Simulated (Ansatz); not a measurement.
# Ga3Se: one candidate structure

Aim: relax Ga3Se from this start, structure listed in a database for this formula (Pm-3m, No. 221), and see where it ends.

Computed with Ansatz 0.2.0 (DFT r2SCAN, scalar-relativistic, plane waves, PAW, unless a step's input says otherwise).

## 1. The system as given

Symmetry: Pm-3m, No. 221, cubic system. Conventional cell: a = 4.432 Å, b = 4.432 Å, c = 4.432 Å, α = 90.00°, β = 90.00°, γ = 90.00°. Ga (site symmetry 4/mmm) has 8 Ga at 3.13 Å and 4 Se at 3.13 Å as nearest neighbours. Around Se (site symmetry m-3m) lie 12 Ga at 3.13 Å.

Structure file:

```xyz
4
Lattice="4.4325 0.0000 0.0000 0.0000 4.4325 0.0000 0.0000 0.0000 4.4325" Properties=species:S:1:pos:R:3 pbc="T T T"
Ga    0.0000    2.2162    2.2162
Ga    2.2162    0.0000    2.2162
Ga    2.2162    2.2162    0.0000
Se    0.0000    0.0000    0.0000
```

## 2. A first look at the start

The input, input.yaml:

```yaml
crystal:
  lattice:
    - [4.432465, 0.0, 0.0]
    - [0.0, 4.432465, 0.0]
    - [0.0, 0.0, 4.432465]
  atoms:
    - { symbol: Ga, position: [0.0, 0.5, 0.5] }
    - { symbol: Ga, position: [0.5, 0.0, 0.5] }
    - { symbol: Ga, position: [0.5, 0.5, 0.0] }
    - { symbol: Se, position: [0.0, 0.0, 0.0] }
basis:
  ecutwfc: 500
kpoints:
  mp_grid: { grid: [4, 4, 4] }
hamiltonian:
  xc: r2scan
scf:
  occupations: { method: gaussian, width: 0.1 }
  lower_state_search: "off"
output:
  forces: true
  stress: true
  eigenvalues: true
```

Command:

```sh
$ ansatz run input.yaml --threads 1 --pin off --max-ram 2560MiB --backend cpu --events-out ev --progress --plain --runs-dir out
```

The program printed (excerpt; [...] marks lines left out):

```text
Warning: RAYON_NUM_THREADS=1 ignored (pool sized by the plan → 1); use --threads N
[...]
Pseudopotentials: kind: paw
Pseudopotential: Ga, paw, valence charge 13, recommended cutoff 500 eV (meta_gga), Ga.paw.azcp
Pseudopotential: Se, paw, valence charge 16, recommended cutoff 500 eV (meta_gga), Se.paw.azcp
Functional definition: r2SCAN
[...]
Crystal: 4 atoms, lattice volume = 87.084 Å³
Basis set: ecut = 500 eV, 2205 PW (Γ), exchange–correlation on 144×144×144 points (64 copies of the dense FFT grid, shifted against one another)
Bands: 33, of which v1, the nominal top of the filled ones, is band 28 counted from 1 (27 counted from 0)
Symmetry: 48 space group operations
Space group: Pm-3m (ITA 221), of the structure as read, at distance tolerance 4.4e-5 Å
k-points: 10 of 64
[...]
SCF iter   1: F=-16848.406937 eV  HF=-16848.433839 eV  |F-HF|=2.69e-2  |Δ(HF+E_count)|=         —  Δρ=8.26e-3  dr2=4.25e-2  dr2_τ=1.25e-3  ethr=1.77e-3  ⟨swp⟩=6.0  Hψ=1195  notcnv=0
[...]
SCF iter   8: F=-16848.442797 eV  HF=-16848.442797 eV  |F-HF|=2.08e-9  |Δ(HF+E_count)|=   2.59e-9  Δρ=6.22e-6  dr2=5.13e-8  dr2_τ=9.47e-11  ethr=1.82e-10  ⟨swp⟩=6.1  Hψ=1271  notcnv=0
[...]
SCF converged after 8 iterations
Free energy (F): -16848.442797 eV
[...]
E sigma→0 (E₀):  -16848.437963 eV
Entropy (-TS):   -0.009669 eV (-2.417 meV/atom)
Fermi energy:    8.576993 eV
[...]
--- Forces (eV/Å), atoms counted from 1 ---
  atom   1  Ga     0.00000000    -0.00000000    -0.00000000
  atom   2  Ga     0.00000000    -0.00000000    -0.00000000
  atom   3  Ga     0.00000000    -0.00000000     0.00000000
  atom   4  Se    -0.00000000     0.00000000    -0.00000000
[...]
--- Stress (GPa, compression-positive) ---
       -1.218955       0.000000       0.000000
        0.000000      -1.218955      -0.000000
        0.000000       0.000000      -1.218955
  P = ⅓ Tr σ = -1.2190 GPa (-12.190 kbar)
--- Band table (eV; the first three rows and the last of 10) ---
[...]
```

Wall time 3.2 s (1 thread of Intel Xeon 6975P-C (Granite Rapids), shared host); peak memory 0.59 GiB.

Read-out: pressure -1.2 GPa, largest force 0.00 eV/Å, gap on this mesh none (metal). The gap decides the next run's mesh: 10×10×10 points.

## 3. Full relaxation

Changes to input.yaml since step 2:

```diff
@@ -13,3 +13,3 @@
 kpoints:
-  mp_grid: { grid: [4, 4, 4] }
+  mp_grid: { grid: [10, 10, 10] }
 hamiltonian:
@@ -18,3 +18,2 @@
   occupations: { method: gaussian, width: 0.1 }
-  lower_state_search: "off"
 output:
@@ -23 +22,6 @@
   eigenvalues: true
+relax:
+  adjacent_minimum: "off"
+  f_tol: 0.01
+  max_steps: 80
+  cell: { stress_tol: 0.05 }
```

Command:

```sh
$ ansatz run input.yaml --threads 1 --pin off --max-ram 2560MiB --backend cpu --events-out ev --progress --plain --runs-dir out
```

The program printed:

```text
Warning: RAYON_NUM_THREADS=1 ignored (pool sized by the plan → 1); use --threads N
Engine: ansatz 0.2.0, x86_64-unknown-linux-gnu
[... 4 set-up lines as earlier in the session ...]
  parameter k0 = 0.174
  parameter k1 = 0.065
  parameter a1 = 4.9479
  exchange = r2scan_x(k0 = k0, k1 = k1, a1 = a1)
  correlation = r2scan_c
Crystal: 4 atoms, lattice volume = 87.084 Å³
Basis set: ecut = 500 eV, 2205 PW (Γ), exchange–correlation on 144×144×144 points (64 copies of the dense FFT grid, shifted against one another)
Bands: 33, of which v1, the nominal top of the filled ones, is band 28 counted from 1 (27 counted from 0)
[... 2 set-up lines as earlier in the session ...]
k-points: 56 of 1000
Non-local potential: Ga, projectors of the file, l = 0: 2, l = 1: 2, l = 2: 3, l = 3: 1
Non-local potential: Se, projectors of the file, l = 0: 2, l = 1: 2, l = 2: 3, l = 3: 1
PAW form: soft (Blöchl's): semilocal exchange-correlation on the pseudo side does not see the compensation charge
PAW frozen core: Ga, regenerated for the run's functional (the file was generated under x = pbe(κ = 0.804, μ = 0.2195149727645171), c = pbe(β = 0.06672455060314922))
PAW frozen core: Se, regenerated for the run's functional (the file was generated under x = pbe(κ = 0.804, μ = 0.2195149727645171), c = pbe(β = 0.06672455060314922))
PAW one-centre angular grid: Ga, 590 points (default); XC on 160 Gauss nodes
PAW one-centre angular grid: Se, 590 points (default); XC on 160 Gauss nodes
Initial density: superposition of atomic densities (neutral atoms: chi_scale 0, normalization atom), corrected by the library's trained network
Initial wavefunctions: pseudopotential atomic-orbital guess
Functional: x = r2scan, c = r2scan; τ floored in thin density (d = 2e-4 eV/Å³)
SCF iter   1: F=—  HF=-16848.482430 eV  |F-HF|=—  |Δ(HF+E_count)|=         —  Δρ=8.10e-3  dr2=2.91e-2  dr2_τ=7.50e-4  ethr=1.77e-3  ⟨swp⟩=5.8  Hψ=6572  notcnv=0
preconditioner: auto → Kerker (q_TF=auto, 2.527 Å⁻¹)  [metal: Δε(μ)=0.010 eV  Ē_g=15.119 eV  σ=0.100 eV  W_gap=0.06  n_scr=26 (ndim 8)  ℏωp=26.7 eV  f_vac=0.000  D(μ)=2.12/eV (n_scr^D=18)]
SCF iter   2: F=—  HF=-16848.492347 eV  |F-HF|=—  |Δ(HF+E_count)|=   9.92e-3  Δρ=2.45e-3  dr2=6.71e-3  dr2_τ=1.13e-4  ethr=5.29e-5  ⟨swp⟩=2.0  Hψ=4078  notcnv=0  defer=59
SCF iter   3: F=—  HF=-16848.492508 eV  |F-HF|=—  |Δ(HF+E_count)|=   1.61e-4  Δρ=1.89e-3  dr2=3.46e-3  dr2_τ=1.95e-5  ethr=1.22e-5  ⟨swp⟩=2.1  Hψ=3057  notcnv=0  defer=59
SCF iter   4: F=—  HF=-16848.492756 eV  |F-HF|=—  |Δ(HF+E_count)|=   2.49e-4  Δρ=7.99e-4  dr2=8.68e-4  dr2_τ=4.07e-6  ethr=6.30e-6  ⟨swp⟩=2.0  Hψ=3205  notcnv=0  defer=59
SCF iter   5: F=—  HF=-16848.492754 eV  |F-HF|=—  |Δ(HF+E_count)|=   2.19e-6  Δρ=2.68e-4  dr2=1.46e-4  dr2_τ=1.65e-6  ethr=1.58e-6  ⟨swp⟩=2.0  Hψ=3328  notcnv=0  defer=59
SCF iter   6: F=—  HF=-16848.492777 eV  |F-HF|=—  |Δ(HF+E_count)|=   2.27e-5  Δρ=1.25e-4  dr2=3.17e-5  dr2_τ=3.90e-7  ethr=2.65e-7  ⟨swp⟩=2.0  Hψ=2049  notcnv=0  defer=59
SCF iter   7: F=—  HF=-16848.492780 eV  |F-HF|=—  |Δ(HF+E_count)|=   3.35e-6  Δρ=3.30e-5  dr2=2.42e-6  dr2_τ=2.17e-8  ethr=5.76e-8  ⟨swp⟩=2.0  Hψ=2216  notcnv=0  defer=59
SCF iter   8: F=—  HF=-16848.492782 eV  |F-HF|=—  |Δ(HF+E_count)|=   1.33e-6  Δρ=1.04e-5  dr2=1.20e-7  dr2_τ=5.78e-10  ethr=4.41e-9  ⟨swp⟩=3.0  Hψ=3319  notcnv=0  defer=59
SCF iter   9: F=-16848.492782 eV  HF=-16848.492782 eV  |F-HF|=7.72e-9  |Δ(HF+E_count)|=   2.14e-7  Δρ=2.32e-6  dr2=5.40e-9  dr2_τ=3.99e-11  ethr=1.82e-10  ⟨swp⟩=7.7  Hψ=8176  notcnv=0
SCF 1 converged in 9 iterations: F = -16848.492782 eV  dr2 = 5.40e-9
relax step   1: F+E_penalty+E_count = -16848.49278176 eV  Δ(F+E_penalty+E_count) = +0.000e0 eV  max|allowed force component| = 1.430e-28 eV/Å  Δτ_max = 0.0000 Å  P = -1.772 GPa  Ω = 87.084 Å³  (9 SCF iters, dr2 threshold 1.00e-7 eV, accepted)
Crystal: 4 atoms, lattice volume = 83.454 Å³
Basis set: ecut = 500 eV, 2103 PW (Γ), exchange–correlation on 144×144×144 points (64 copies of the dense FFT grid, shifted against one another)
Initial density: handed on by an earlier stage of this run
Initial wavefunctions: those handed on with the density
iter 1 solved again at ethr=6.01e-5 eV; its pass at ethr=3.10e-3 eV (dr2=3.30e-2 eV) is discarded
SCF iter   1: F=—  HF=-16848.482495 eV  |F-HF|=—  |Δ(HF+E_count)|=         —  Δρ=3.79e-3  dr2=3.30e-2  dr2_τ=6.12e-3  ethr=6.01e-5  ⟨swp⟩=1.0  Hψ=8457  notcnv=0
preconditioner: auto → Kerker (q_TF=auto, 2.545 Å⁻¹)  [metal: Δε(μ)=0.027 eV  Ē_g=15.118 eV  σ=0.100 eV  W_gap=0.15  n_scr=26 (ndim 8)  ℏωp=27.3 eV  f_vac=0.000  D(μ)=2.13/eV (n_scr^D=18)]
SCF iter   2: F=—  HF=-16848.517947 eV  |F-HF|=—  |Δ(HF+E_count)|=   3.55e-2  Δρ=1.03e-3  dr2=3.10e-3  dr2_τ=1.95e-4  ethr=6.00e-5  ⟨swp⟩=2.0  Hψ=2513  notcnv=0
SCF iter   3: F=—  HF=-16848.517369 eV  |F-HF|=—  |Δ(HF+E_count)|=   5.78e-4  Δρ=7.45e-4  dr2=1.45e-3  dr2_τ=9.10e-6  ethr=5.64e-6  ⟨swp⟩=2.4  Hψ=3327  notcnv=0
SCF iter   4: F=—  HF=-16848.517129 eV  |F-HF|=—  |Δ(HF+E_count)|=   2.40e-4  Δρ=3.45e-4  dr2=2.90e-4  dr2_τ=1.82e-6  ethr=2.63e-6  ⟨swp⟩=2.0  Hψ=2036  notcnv=0
SCF iter   5: F=—  HF=-16848.517118 eV  |F-HF|=—  |Δ(HF+E_count)|=   1.12e-5  Δρ=1.61e-4  dr2=3.91e-5  dr2_τ=7.31e-7  ethr=5.27e-7  ⟨swp⟩=2.0  Hψ=2253  notcnv=0
SCF iter   6: F=—  HF=-16848.517114 eV  |F-HF|=—  |Δ(HF+E_count)|=   3.88e-6  Δρ=9.55e-5  dr2=1.32e-5  dr2_τ=1.44e-7  ethr=7.11e-8  ⟨swp⟩=2.0  Hψ=3280  notcnv=0
SCF iter   7: F=—  HF=-16848.517113 eV  |F-HF|=—  |Δ(HF+E_count)|=   1.33e-6  Δρ=2.79e-5  dr2=8.96e-7  dr2_τ=9.36e-9  ethr=2.39e-8  ⟨swp⟩=3.0  Hψ=3416  notcnv=0
SCF iter   8: F=-16848.517113 eV  HF=-16848.517113 eV  |F-HF|=5.64e-8  |Δ(HF+E_count)|=   4.52e-7  Δρ=7.13e-6  dr2=6.08e-8  dr2_τ=4.94e-10  ethr=7.27e-10  ⟨swp⟩=5.1  Hψ=7504  notcnv=0
SCF 2 converged in 8 iterations: F = -16848.517113 eV  dr2 = 6.08e-8
relax step   2: F+E_penalty+E_count = -16848.51711334 eV  Δ(F+E_penalty+E_count) = -2.433e-2 eV  max|allowed force component| = 1.277e-29 eV/Å  Δτ_max = 0.0000 Å  P = -0.226 GPa  Ω = 83.454 Å³  energy of the carried Pulay correction = +9.685e-4 eV  (8 SCF iters, dr2 threshold 4.00e-7 eV, accepted)
Crystal: 4 atoms, lattice volume = 82.950 Å³
iter 1 solved again at ethr=1.26e-6 eV; its pass at ethr=3.10e-3 eV (dr2=6.95e-4 eV) is discarded
SCF iter   1: F=—  HF=-16848.516798 eV  |F-HF|=—  |Δ(HF+E_count)|=         —  Δρ=5.54e-4  dr2=6.97e-4  dr2_τ=1.28e-4  ethr=1.26e-6  ⟨swp⟩=2.1  Hψ=7333  notcnv=0
preconditioner: auto → Kerker (q_TF=auto, 2.548 Å⁻¹)  [metal: Δε(μ)=0.040 eV  Ē_g=15.117 eV  σ=0.100 eV  W_gap=0.22  n_scr=26 (ndim 8)  ℏωp=27.3 eV  f_vac=0.000  D(μ)=2.00/eV (n_scr^D=18)]
SCF iter   2: F=—  HF=-16848.517589 eV  |F-HF|=—  |Δ(HF+E_count)|=   7.91e-4  Δρ=1.46e-4  dr2=6.20e-5  dr2_τ=4.30e-6  ethr=1.26e-6  ⟨swp⟩=2.0  Hψ=2240  notcnv=0
SCF iter   3: F=—  HF=-16848.517578 eV  |F-HF|=—  |Δ(HF+E_count)|=   1.08e-5  Δρ=1.08e-4  dr2=3.04e-5  dr2_τ=1.87e-7  ethr=1.13e-7  ⟨swp⟩=2.6  Hψ=3333  notcnv=0
SCF iter   4: F=—  HF=-16848.517573 eV  |F-HF|=—  |Δ(HF+E_count)|=   5.20e-6  Δρ=5.01e-5  dr2=6.26e-6  dr2_τ=3.88e-8  ethr=5.53e-8  ⟨swp⟩=2.0  Hψ=2021  notcnv=0
SCF iter   5: F=—  HF=-16848.517573 eV  |F-HF|=—  |Δ(HF+E_count)|=   3.11e-7  Δρ=2.33e-5  dr2=8.19e-7  dr2_τ=1.50e-8  ethr=1.14e-8  ⟨swp⟩=2.0  Hψ=2234  notcnv=0
SCF iter   6: F=—  HF=-16848.517573 eV  |F-HF|=—  |Δ(HF+E_count)|=   6.87e-8  Δρ=1.39e-5  dr2=2.71e-7  dr2_τ=2.94e-9  ethr=1.49e-9  ⟨swp⟩=2.0  Hψ=3386  notcnv=0
SCF iter   7: F=-16848.517573 eV  HF=-16848.517573 eV  |F-HF|=3.18e-9  |Δ(HF+E_count)|=   2.53e-8  Δρ=4.09e-6  dr2=2.01e-8  dr2_τ=2.17e-10  ethr=2.31e-10  ⟨swp⟩=4.7  Hψ=6818  notcnv=0
SCF 3 converged in 7 iterations: F = -16848.517573 eV  dr2 = 2.01e-8
relax step   3: F+E_penalty+E_count = -16848.51757255 eV  Δ(F+E_penalty+E_count) = -4.592e-4 eV  max|allowed force component| = 1.145e-29 eV/Å  Δτ_max = 0.0000 Å  P = +0.023 GPa  Ω = 82.950 Å³  energy of the carried Pulay correction = +1.106e-3 eV  (7 SCF iters, dr2 threshold 1.27e-7 eV, accepted)
Basis set: ecut = 500 eV, 2103 PW (Γ), exchange–correlation on 128×128×128 points (64 copies of the dense FFT grid, shifted against one another)
Initial wavefunctions: pseudopotential atomic-orbital guess (no wavefunctions were taken with the density)
iter 1 solved again at ethr=4.40e-9 eV; its pass at ethr=3.10e-3 eV (dr2=2.42e-6 eV) is discarded
SCF iter   1: F=—  HF=-16848.516603 eV  |F-HF|=—  |Δ(HF+E_count)|=         —  Δρ=6.11e-5  dr2=1.11e-6  dr2_τ=5.96e-7  ethr=4.40e-9  ⟨swp⟩=3.1  Hψ=11920  notcnv=0
preconditioner: auto → Kerker (q_TF=auto, 2.548 Å⁻¹)  [metal: Δε(μ)=0.042 eV  Ē_g=15.115 eV  σ=0.100 eV  W_gap=0.23  n_scr=26 (ndim 8)  ℏωp=27.3 eV  f_vac=0.000  D(μ)=1.98/eV (n_scr^D=18)]
SCF iter   2: F=—  HF=-16848.516605 eV  |F-HF|=—  |Δ(HF+E_count)|=   2.08e-6  Δρ=4.96e-5  dr2=9.70e-7  dr2_τ=3.26e-8  ethr=2.03e-9  ⟨swp⟩=2.0  Hψ=3113  notcnv=0
SCF iter   3: F=—  HF=-16848.516605 eV  |F-HF|=—  |Δ(HF+E_count)|=   1.34e-7  Δρ=1.02e-5  dr2=4.61e-8  dr2_τ=4.27e-9  ethr=1.76e-9  ⟨swp⟩=2.0  Hψ=3108  notcnv=0
SCF iter   4: F=—  HF=-16848.516605 eV  |F-HF|=—  |Δ(HF+E_count)|=   8.52e-8  Δρ=2.81e-6  dr2=6.29e-9  dr2_τ=8.66e-11  ethr=8.39e-11  ⟨swp⟩=2.0  Hψ=3114  notcnv=0
SCF iter   5: F=—  HF=-16848.516605 eV  |F-HF|=—  |Δ(HF+E_count)|=   8.79e-9  Δρ=1.46e-6  dr2=8.95e-10  dr2_τ=1.14e-11  ethr=1.14e-11  ⟨swp⟩=2.0  Hψ=3114  notcnv=0
SCF iter   6: F=—  HF=-16848.516605 eV  |F-HF|=—  |Δ(HF+E_count)|=  7.86e-10  Δρ=7.51e-7  dr2=3.06e-10  dr2_τ=6.14e-12  ethr=1.63e-12  ⟨swp⟩=2.0  Hψ=3385  notcnv=0
SCF iter   7: F=—  HF=-16848.516605 eV  |F-HF|=—  |Δ(HF+E_count)|=  2.33e-10  Δρ=2.23e-7  dr2=5.26e-11  dr2_τ=2.87e-12  ethr=1.00e-12  ⟨swp⟩=2.0  Hψ=3392  notcnv=0
SCF iter   8: F=-16848.516605 eV  HF=-16848.516605 eV  |F-HF|=7.28e-12  |Δ(HF+E_count)|=  1.82e-11  Δρ=1.48e-7  dr2=1.11e-11  dr2_τ=2.71e-13  ethr=1.00e-12  ⟨swp⟩=4.0  Hψ=6681  notcnv=0
SCF 4 converged in 8 iterations: F = -16848.516605 eV  dr2 = 1.11e-11
relax step   4: F+E_penalty+E_count = -16848.51660531 eV  Δ(F+E_penalty+E_count) = +9.672e-4 eV  max|allowed force component| = 7.659e-30 eV/Å  Δτ_max = 0.0000 Å  P = +0.012 GPa  Ω = 82.950 Å³  stress off target by 1.20e-2 GPa  SCF on the basis re-selected at this cell (its energy is not comparable with the rows above)  (8 SCF iters)
basis re-selected at this cell: Δ(F+E_penalty+E_count) = +9.672e-4 eV, ΔP = -0.011 GPa vs the last step (what re-selecting the basis moved, of the pressure what is left beyond the Pulay correction that the steps carried, after the strain that the cell walked since its last selection, with what the two solves' SCF thresholds leave and, on support functions, any second-order correction that the steps lacked; it is no measure of the basis error at this ecutwfc). The dense FFT grid was sized anew with the basis: this SCF ran on 32×32×32 points, the steps before it on 36×36×36, so part of this shift can come from that change (see relax.cell in the input reference). This SCF's stress stands 1.20e-2 GPa from its target on what of the cell is left free (relax.cell.stress_tol is 5.00e-2 GPa) and its largest allowed force component is 7.66e-30 eV/Å (relax.f_tol is 1.00e-2 eV/Å): within both
SCF converged after 8 iterations
Free energy (F): -16848.516605 eV
Harris-Foulkes:  -16848.516605 eV  (|F-HF|=7.28e-12)
Internal energy: -16848.506692 eV  (E = F + TS)
E sigma→0 (E₀):  -16848.511649 eV
Entropy (-TS):   -0.009913 eV (-2.478 meV/atom)
Fermi energy:    9.216570 eV
--- Per-component energies (eV) ---
  E_band       = -529.292311
  E_kinetic    = 458.275229
  E_local      = -7691.409909  (includes V_loc(G=0)·N_el)
  E_nonlocal   = 673.581182
  E_hartree    = 3669.221687
  E_xc         = -285.389814
  E_vxc        = -284.602070  (∫ρ·V_xc dr)
  E_paw        = -7919.823449  (= ΣΔE_a)
  E_vpaw       = -1038.833485  (= ΣTr[D̂ρ^β])
  E_aug_tail   = -0.000305  (compensation charges beyond the density's cutoff)
  E_vtau       = 15.253519  (kinetic-family band-sum trace: ∫τ·v_τ [+ j·A + Jᵃ·Aᵃ] dr)
  E_ewald      = -5749.237334
  E_core_change = -3.723980  (= ΣΔE_core)
  E_smearing   = -0.009913  (= −TS)
  E_closure    = 0.000000  (closes the sum)
  Σ components = -16848.516605   (vs F -16848.516605, Δ=0.00e0)
--- Forces (eV/Å), atoms counted from 1 ---
  atom   1  Ga     0.00000000    -0.00000000     0.00000000
  atom   2  Ga    -0.00000000     0.00000000     0.00000000
  atom   3  Ga    -0.00000000    -0.00000000     0.00000000
  atom   4  Se     0.00000000    -0.00000000    -0.00000000
  max |Σ_I F_I| component: 1.14e-29 eV/Å
--- Stress (GPa, compression-positive) ---
        0.011960      -0.000000       0.000000
       -0.000000       0.011960      -0.000000
        0.000000      -0.000000       0.011960
  P = ⅓ Tr σ = 0.0120 GPa (0.120 kbar)
--- Band table (eV; the first three rows and the last of 56) ---
  k-point 0: bands = ["-39.6994", "-39.6994", "-39.6994", "-39.6991", "-39.6991", "-6.4550", "-6.4170", "-6.4170", "-6.4170", "-6.3639", "-6.3639", "-6.2736", "-6.2736", "-6.2736", "-6.1899", "-6.1852", "-6.1852", "-6.1275", "-6.1275", "-6.1275", "-5.1794", "1.3546", "4.9997", "4.9997", "4.9997", "6.4615", "6.4615", "10.8911", "10.8911", "10.8911", "13.9974", "13.9974", "13.9974"]
  k-point 1: bands = ["-39.6994", "-39.6994", "-39.6994", "-39.6991", "-39.6991", "-6.4466", "-6.4155", "-6.4112", "-6.4112", "-6.3630", "-6.3597", "-6.2751", "-6.2743", "-6.2743", "-6.1931", "-6.1891", "-6.1850", "-6.1349", "-6.1349", "-6.1275", "-5.1448", "1.2462", "4.5690", "5.0695", "5.0695", "6.5167", "7.1048", "10.7034", "10.7563", "10.7563", "13.4254", "13.6892", "13.6892"]
  k-point 2: bands = ["-39.6994", "-39.6994", "-39.6994", "-39.6991", "-39.6991", "-6.4232", "-6.4114", "-6.3947", "-6.3947", "-6.3606", "-6.3479", "-6.2789", "-6.2757", "-6.2757", "-6.2024", "-6.2014", "-6.1846", "-6.1561", "-6.1561", "-6.1274", "-5.0485", "0.9312", "4.0817", "5.2696", "5.2696", "6.6748", "8.0364", "10.3187", "10.3187", "10.5311", "12.4079", "13.3655", "13.3655"]
  k-point 55: bands = ["-39.6994", "-39.6994", "-39.6994", "-39.6990", "-39.6990", "-6.5421", "-6.3574", "-6.3574", "-6.3574", "-6.3482", "-6.3482", "-6.3482", "-6.2525", "-6.2525", "-6.2154", "-6.2154", "-6.2154", "-6.1623", "-6.1623", "-6.1623", "-3.9971", "3.8161", "3.8161", "3.8161", "3.9114", "3.9114", "3.9114", "5.2699", "13.6119", "13.6119", "13.6119", "18.5639", "18.5639"]
--- Relaxed structure (3 steps of the walk, 3 accepted, 1 SCFs on fresh bases) ---
  F+E_penalty+E_count = -16848.51660531 eV   max|allowed force component| = 7.659e-30 eV/Å   (the final SCF, on the basis selected at the relaxed cell)
  cell:  # Å, volume = 82.9500 Å³
    - [4.361193899911173, 1.0432120532097526e-33, -5.135813185032629e-34]
    - [5.296307347064899e-34, 4.361193899911173, 0.0]
    - [-5.135813185032629e-34, 0.0, 4.361193899911173]
  atoms:
    - { symbol: Ga, position: [-1.7380215698370412e-34, 0.5, 0.5] }
    - { symbol: Ga, position: [0.5, 2.896702616395443e-35, 0.5] }
    - { symbol: Ga, position: [0.5, 0.5, -5.793405232792279e-35] }
    - { symbol: Se, position: [-1.7380215698368434e-34, -8.690107849186642e-35, 5.793405232791784e-35] }
```

Run time: 41 s. Hardware: 1 thread of Intel Xeon 6975P-C (Granite Rapids), shared host; peak memory 0.72 GiB.

The steps of the relaxation:

```csv
step,E - E(step 1) (eV/cell),largest force component (eV/Å),pressure (GPa),volume (Å³)
1,0.0000,0.0000,-1.77,87.08
2,-0.0243,0.0000,-0.23,83.45
3,-0.0248,0.0000,0.02,82.95
4,-0.0238,0.0000,0.01,82.95
```

Step 1 is the start. Step 4 repeats the geometry before it on a plane-wave basis chosen anew for that cell, so its energy need not be comparable with the rows above.

|  | before | after | change |
| --- | --- | --- | --- |
| a (Å) | 4.432 | 4.361 | -1.6 % |
| b (Å) | 4.432 | 4.361 | -1.6 % |
| c (Å) | 4.432 | 4.361 | -1.6 % |
| volume (Å³/atom) | 21.77 | 20.74 | -4.7 % |
| shortest distance (Å) | 3.134 | 3.084 | -1.6 % |
| space group (0.01 Å) | Pm-3m | Pm-3m | same |

The run keeps the 48 symmetry operations of the start, so it could not have lowered the symmetry.

## 4. Results

Formation energies count from the elements, computed with the same settings in runs not shown here.

```
                          quantity                                                                      value
                              cell  a = 4.361 Å, b = 4.361 Å, c = 4.361 Å, α = 90.00°, β = 90.00°, γ = 90.00°
                       space group                                                            Pm-3m (No. 221)
                            volume                                                              20.74 Å³/atom
                   gap on the mesh                                                               none (metal)
formation energy from the elements                                                             +0.105 eV/atom
```

**Reading.** The space group stayed Pm-3m, and from the first guess the volume went from 21.77 to 20.74 Å³/atom. The formation energy of +0.10 eV/atom is positive, so the elements lie lower than this structure; another structure of the compound can lie lower. Spin polarisation is off in the runs that give these values; a magnetic solution could lie lower.
